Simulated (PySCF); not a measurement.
# C4H6BF: electronic excitations

Aim: predict the electronic excitations of C4H6BF (`C=C=CCBF`).

The runs use PySCF 2.14.0, with density-fitted response routines of our own; the level of theory stands in each step. All values are computed, except where a source is named. Atoms count from 0, in the outputs and in this text.

### Step 1. The molecule as given

12 atoms, charge 0, multiplicity 1; geometry from: GFN2-xTB.

Bonds of the start (Å): C0–C1 1.29, C1–C2 1.30, C2–C3 1.50, C3–B4 1.58, B4–F5 1.32, C0–H6 1.08, C0–H7 1.08, C2–H8 1.08, C3–H9 1.10, C3–H10 1.09, B4–H11 1.17.

### Step 2. Ultraviolet spectrum: wB97X-D/def2-SVPD

Job settings and geometry (Å):

```
{"job": {"kind": "uv", "xc": "wB97X-D", "basis": "def2-SVPD", "nstates": 8, "ntriplets": 3}, "charge": 0, "multiplicity": 1}
C     -2.581392     0.146338     0.587903
C     -1.431915     0.068128    -0.002796
C     -0.275020    -0.021955    -0.581213
C      0.963225    -0.557392     0.085507
B      2.177655     0.449778     0.155149
F      3.194132     0.144685     0.934762
H     -2.877936     1.023654     1.141346
H     -3.300259    -0.656912     0.543471
H     -0.155003     0.313354    -1.603295
H      1.304619    -1.435316    -0.478124
H      0.712538    -0.927144     1.083088
H      2.270556     1.452096    -0.450528
```

With the program's defaults for keys left out, this is: TDDFT wB97X-D/def2-SVPD, vertical, gas phase, core orbitals frozen in the response.

Started as:

```console
OMP_NUM_THREADS=1 python probes_run.py task.json out
```

One launch serves the whole session: the jobs run in the order shown.

Predict these results of the whole session: lowest singlet (wB97X-D/def2-SVPD); brightest single state of those computed; lowest triplet.

The runs gave:

```
                                quantity                        value
      lowest singlet (wB97X-D/def2-SVPD)  5.65 eV (219 nm), f = 0.001
brightest single state of those computed  state 8, 7.62 eV, f = 0.396
                          lowest triplet                      4.73 eV
```

What this shows: The lowest singlet, at 5.65 eV, is HOMO→LUMO 0.64, HOMO→LUMO+1 0.15 and is dark; of the 8 states computed, the strongest absorption comes from state 8 at 7.62 eV (the last computed, so partners may be missing). The lowest triplet lies 0.92 eV below the lowest singlet (triplets in Tamm-Dancoff, singlets in full TDDFT).
